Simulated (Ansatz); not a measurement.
# CH3BClNO: a ladder of functionals and wavefunction methods

The task here is to estimate one member of a computed series from the others.

Computed with Ansatz 0.2.0, Gaussian basis. Level: functionals in def2-TZVPP, the program's frozen cores in correlated methods.

Levels to be run: LDA (SPW92), PBE-D4, revPBE-D4, BLYP-D4, r2SCAN-D4, B97M-V, PBE0-D4, B3LYP-D4, r2SCANh-D4, r2SCAN0-D4, HSE06-D4, BHLYP-D4, CAM-B3LYP-D4, LC-ωPBE, ωB97X-V, ωB97M-V, B2PLYP, PBE-QIDH; CCSD(T)/def2-SVP; CCSD(T)/def2-TZVPP; MP2/def2-QZVPP; extrapolation to the limit; RPA on PBE.

## Structure used throughout

All runs share one geometry, relaxed beforehand with PBE0-D4 in a triple-zeta def2 set.

SMILES `BOC(=N)Cl`, 8 atoms, charge 0, spin multiplicity 1.

Atoms are counted from 1 here; the program's logs count them from 0.

Bond lengths: B1–O2 1.360 Å, B1–H6 1.191 Å, B1–H7 1.196 Å, O2–C3 1.360 Å, C3–N4 1.245 Å, C3–Cl5 1.719 Å, N4–H8 1.018 Å. Angles: O2–B1–H6 115.9°, O2–B1–H7 119.8°, H6–B1–H7 124.3°, B1–O2–C3 123.0°, O2–C3–N4 128.9°, O2–C3–Cl5 110.0°, N4–C3–Cl5 121.1°, C3–N4–H8 111.8°.

Geometry (Å):

```xyz
8
charge 0, multiplicity 1
B    -0.7781    1.0603    0.3181
O     0.5097    0.6296    0.2376
C     0.8590   -0.5637   -0.3143
N     0.3241   -1.6791   -0.1703
Cl    2.2710   -0.3749   -1.2767
H    -0.9441    2.1004    0.8730
H    -1.6561    0.4014   -0.1570
H    -0.4934   -1.6312    0.4339
```

The first run:

in.yaml reads:

```yaml
crystal:
  periodic: [false, false, false]
  atoms:
    - {symbol: B, position_ang: [-0.778113, 1.060268, 0.318064]}
    - {symbol: O, position_ang: [0.509671, 0.629628, 0.237581]}
    - {symbol: C, position_ang: [0.859015, -0.563688, -0.314252]}
    - {symbol: N, position_ang: [0.324132, -1.679145, -0.170259]}
    - {symbol: Cl, position_ang: [2.271036, -0.374853, -1.276746]}
    - {symbol: H, position_ang: [-0.944149, 2.100445, 0.872956]}
    - {symbol: H, position_ang: [-1.656100, 0.401427, -0.157009]}
    - {symbol: H, position_ang: [-0.493391, -1.631180, 0.433865]}
basis:
  gaussian: {orbitals: def2-TZVPP}
hamiltonian: {xc: lda}
output: {orbitals: {seedname: orbitals}}
```

Launch:

```sh
> ansatz run in.yaml --threads 2 --pin off --events-out ev --progress --plain --max-ram 4352MiB
```

Steps of the session up to this table: LDA; PBE-D4 (GGA); revPBE-D4 (GGA); BLYP-D4 (GGA); r2SCAN-D4 (meta-GGA); B97M-V (meta-GGA); PBE0-D4 (hybrid); B3LYP-D4 (hybrid); r2SCANh-D4 (hybrid); r2SCAN0-D4 (hybrid); HSE06-D4 (hybrid); BHLYP-D4 (hybrid); CAM-B3LYP-D4 (range-separated); LC-ωPBE (range-separated); ωB97X-V (range-separated); ωB97M-V (range-separated); B2PLYP (double hybrid); PBE-QIDH (double hybrid).

One of the session's tables, all rows but one given; the rest of the session is left out.

It belongs to the step «Frontier levels by functional». 

```
  functional  HOMO (eV)  LUMO (eV)  gap (eV)
 LDA (SPW92)      -7.32      -2.89      4.43
      PBE-D4      -7.18      -2.58      4.59
   revPBE-D4      -7.12      -2.47      4.65
     BLYP-D4      -7.05      -2.45      4.60
   r2SCAN-D4      -7.53      -2.24      5.29
      B97M-V      -7.70      -2.31      5.40
     PBE0-D4      -8.76      -1.58      7.18
    B3LYP-D4      -8.48      -1.82      6.66
  r2SCANh-D4      -8.12      -1.88      6.24
  r2SCAN0-D4      -8.99      -1.36      7.64
    HSE06-D4          ?          ?         ?
    BHLYP-D4      -9.99      -0.56      9.43
CAM-B3LYP-D4     -10.19      -0.50      9.69
     LC-ωPBE     -11.61       0.72     12.32
     ωB97X-V     -11.21       0.62     11.83
     ωB97M-V     -11.09       0.38     11.46
```

**Question.** Estimate the row for HSE06-D4.

The run gave: HOMO (eV): -8.35; LUMO (eV): -1.96; gap (eV): 6.39. In the column «HOMO (eV)» it lies between B3LYP-D4 (-8.48) and r2SCANh-D4 (-8.12).
